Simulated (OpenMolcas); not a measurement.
# I³⁺: RASSCF and RASPT2 terms and fine-structure levels

Aim: the low terms and levels of I³⁺, with their order and spacing, then second-order correlation under several settings.

Method: state-averaged RASSCF and RASPT2, spin-orbit coupling by RASSI with atomic mean-field integrals. Code: OpenMolcas 26.06.

## (1) What is computed

| Quantity | Value |
| --- | --- |
| Species | I³⁺ (iodine, Z = 53, 50 electrons) |
| Basis | ANO-RCC-VQZP [8s7p5d3f2g], 93 functions |
| Scalar Hamiltonian | DKH2, point nucleus |
| Inactive shells | 1s 2s 2p 3s 3p 3d 4s 4p 4d |
| Active space | 4 electrons in 9 orbitals (RAS2 5s 5p; RAS3 5d, at most 2 electrons) |
| Some configurations of this space | 5p4, 5s 5p3, 5s2 5p2 |
| Orbitals | optimised for each spin and parity, averaged over the low roots |

The outer shells:

5p4
```
5p [↑↓][↑ ][↑ ]
```

5s 5p3
```
5s [↑ ]
5p [↑ ][↑ ][↑ ]
```

5s2 5p2
```
5s [↑↓]
5p [↑ ][↑ ][  ]
```

Each step is its own input file, run in one work folder so that later steps find the files of earlier ones. Labels, J, g values, rates, χT and fits are worked out afterwards by a script from the matrices that RASSI stores.

## (2) One- and two-electron integrals

Contents of a.inp:

```
&GATEWAY
Coord
1

I 0.0 0.0 0.0
Basis=ANO-RCC-VQZP
Group=XYZ
NoMove
AngMom=0.0 0.0 0.0
AMFI
&SEWARD
```

## (3) Start orbitals from a smaller active space

Contents of a.inp:

```
&RASSCF
FileOrb=start.orb
Symmetry=1
Spin=3
nActEl=4 0 0
Inactive=14 9
Ras2=1 3
CIRoot=6 6 1
SDav=6
CIMx=300
Iter=120 100
PrWF=0.3
OrbListing=Nothing
MaxOrb=0
Atom
>>> COPY $Project.JobIph JOBPRE
```

## (4) RASSCF: triplets of even parity, 6 roots

Contents of a.inp:

```
&RASSCF
FileOrb=start.orb
Symmetry=1
Spin=3
nActEl=4 0 2
Inactive=14 9
Ras2=1 3
Ras3=5 0
CIRoot=6 6 1
SDav=211
CIMx=300
Iter=120 100
PrWF=0.3
OrbListing=Nothing
MaxOrb=0
Thrs=2.0e-7 1.0e-1 5.0e-4
Atom
>>> COPY $Project.JobIph JOB001
```

## (5) RASSCF: singlets of even parity, 12 roots

Contents of a.inp:

```
&RASSCF
FileOrb=start.orb
Symmetry=1
Spin=1
nActEl=4 0 2
Inactive=14 9
Ras2=1 3
Ras3=5 0
CIRoot=12 12 1
SDav=192
CIMx=300
Iter=120 100
PrWF=0.3
OrbListing=Nothing
MaxOrb=0
Thrs=2.0e-7 1.0e-1 5.0e-4
Atom
>>> COPY $Project.JobIph JOB002
```

## (6) Reference wave functions, quintets of odd parity, 1 root

Contents of a.inp:

```
&RASSCF
FileOrb=start.orb
Symmetry=2
Spin=5
nActEl=4 0 2
Inactive=14 9
Ras2=1 3
Ras3=5 0
CIRoot=1 1 1
SDav=36
CIMx=300
Iter=120 100
PrWF=0.3
OrbListing=Nothing
MaxOrb=0
Thrs=2.0e-7 1.0e-1 5.0e-4
Atom
>>> COPY $Project.JobIph JOB003
```

## (7) Reference wave functions, triplets of odd parity, 8 roots

Contents of a.inp:

```
&RASSCF
FileOrb=start.orb
Symmetry=2
Spin=3
nActEl=4 0 2
Inactive=14 9
Ras2=1 3
Ras3=5 0
CIRoot=8 8 1
SDav=174
CIMx=300
Iter=120 100
PrWF=0.3
OrbListing=Nothing
MaxOrb=0
Thrs=2.0e-7 1.0e-1 5.0e-4
Atom
>>> COPY $Project.JobIph JOB004
```

## (8) Reference wave functions, singlets of odd parity, 8 roots

Contents of a.inp:

```
&RASSCF
FileOrb=start.orb
Symmetry=2
Spin=1
nActEl=4 0 2
Inactive=14 9
Ras2=1 3
Ras3=5 0
CIRoot=8 8 1
SDav=138
CIMx=300
Iter=120 100
PrWF=0.3
OrbListing=Nothing
MaxOrb=0
Thrs=2.0e-7 1.0e-1 5.0e-4
Atom
>>> COPY $Project.JobIph JOB005
```

## (9) RASSI: spin-orbit coupling between the states

Contents of a.inp:

```
&RASSI
NrOfJobIphs=5 6 12 1 8 8
1 2 3 4 5 6
1 2 3 4 5 6 7 8 9 10 11 12
1
1 2 3 4 5 6 7 8
1 2 3 4 5 6 7 8
IphNames
JOB001
JOB002
JOB003
JOB004
JOB005
EJob
SpinOrbit
DIPRint=1.0
SOCoupling=1000.0
Subsets=2
MEES
Property=10
'ANGMOM' 1 'ANGMOM' 2 'ANGMOM' 3 'MLTPL  1' 1 'MLTPL  1' 2 'MLTPL  1' 3
'AMFI' 1 'AMFI' 2 'AMFI' 3 'MLTPL  2' 6
SOProperty=3
'ANGMOM' 1 'ANGMOM' 2 'ANGMOM' 3
```

## (10) CASPT2: IPEA 0.25, imaginary shift 0.1 (closed shells correlated: 4d)

Contents of a.inp:

```
>>> COPY JOB001 $Project.JobIph
&CASPT2
Multistate=6 1 2 3 4 5 6
Frozen=9 9
IPEA=0.25
Imaginary=0.1
MaxIter=60
WThr=0.0 0.3 0.05
PrWF=0.5
NoMix
>>> COPY JOB002 $Project.JobIph
&CASPT2
Multistate=12 1 2 3 4 5 6 7 8 9 10 11 12
Frozen=9 9
IPEA=0.25
Imaginary=0.1
MaxIter=60
WThr=0.0 0.3 0.05
PrWF=0.5
NoMix
>>> COPY JOB003 $Project.JobIph
&CASPT2
Multistate=1 1
Frozen=9 9
IPEA=0.25
Imaginary=0.1
MaxIter=60
WThr=0.0 0.3 0.05
PrWF=0.5
NoMix
>>> COPY JOB004 $Project.JobIph
&CASPT2
Multistate=8 1 2 3 4 5 6 7 8
Frozen=9 9
IPEA=0.25
Imaginary=0.1
MaxIter=60
WThr=0.0 0.3 0.05
PrWF=0.5
NoMix
>>> COPY JOB005 $Project.JobIph
&CASPT2
Multistate=8 1 2 3 4 5 6 7 8
Frozen=9 9
IPEA=0.25
Imaginary=0.1
MaxIter=60
WThr=0.0 0.3 0.05
PrWF=0.5
NoMix
```

## (11) CASPT2: IPEA 0.5, imaginary shift 0.1 (closed shells correlated: 4d)

Edit a.inp of step 10 so:

```diff
@@ -4,3 +4,3 @@
 Frozen=9 9
-IPEA=0.25
+IPEA=0.5
 Imaginary=0.1
@@ -14,3 +14,3 @@
 Frozen=9 9
-IPEA=0.25
+IPEA=0.5
 Imaginary=0.1
@@ -24,3 +24,3 @@
 Frozen=9 9
-IPEA=0.25
+IPEA=0.5
 Imaginary=0.1
@@ -34,3 +34,3 @@
 Frozen=9 9
-IPEA=0.25
+IPEA=0.5
 Imaginary=0.1
@@ -44,3 +44,3 @@
 Frozen=9 9
-IPEA=0.25
+IPEA=0.5
 Imaginary=0.1
```

(Steps that only read results are left out.)

Before running it: what results should come out? Wanted: lowest level; first excited level; lowest level of another term; spin-orbit lowering of the lowest level; strongest of the lines computed, by gA, at RASSCF energies.

**Answer**, as computed:

```
                                                  quantity                                                                     value
                                                    method  SS-RASPT2, IPEA 0.25, imaginary shift 0.1 (closed shells correlated: 4d)
                                              lowest level                                            5s2 5p2 3P0, 93 % of that term
                               ground level listed by NIST                                                                       3P0
                                       first excited level                                                  5s2 5p2 3P1 at 5620 cm-1
                              lowest level of another term                                                 5s2 5p2 1D2 at 20360 cm-1
                   spin-orbit lowering of the lowest level                                                                 8797 cm-1
strongest of the lines computed, by gA, at RASSCF energies                    5s 5p3 3D* 2 → 5s2 5p2 3P1, 112.2 nm, A = 1.60e+08 s⁻¹
```

Cost and accuracy by method:

| method | time of its own steps | time with the reference | mean absolute difference from method B (cm-1) |
| --- | --- | --- | --- |
| A. RASSCF | 55 s | 55 s | 2600 |
| B. SS-RASPT2, IPEA 0.25, imaginary shift 0.1, +4d | 39 s | 94 s | 0 |
| C. SS-RASPT2, IPEA 0.5, imaginary shift 0.1, +4d | 35 s | 90 s | 150 |

Times are of one thread on a shared host.

In words: The multiplet 3P is regular; its intervals divided by the larger J differ by 96 % of their mean, where Landé's rule for pure LS coupling makes them equal. Second-order correlation (method B) scales the levels of the lowest configuration above 5000 cm⁻¹ by 0.92 to 1.02. Only the configurations of the active space and the roots asked for are present. Not all states of the active space went into the spin-orbit step. CASPT2 does not keep the components of a term degenerate, and the means are used. The levels of the extra active shells were not computed. Levels of other configurations are missing from the list.
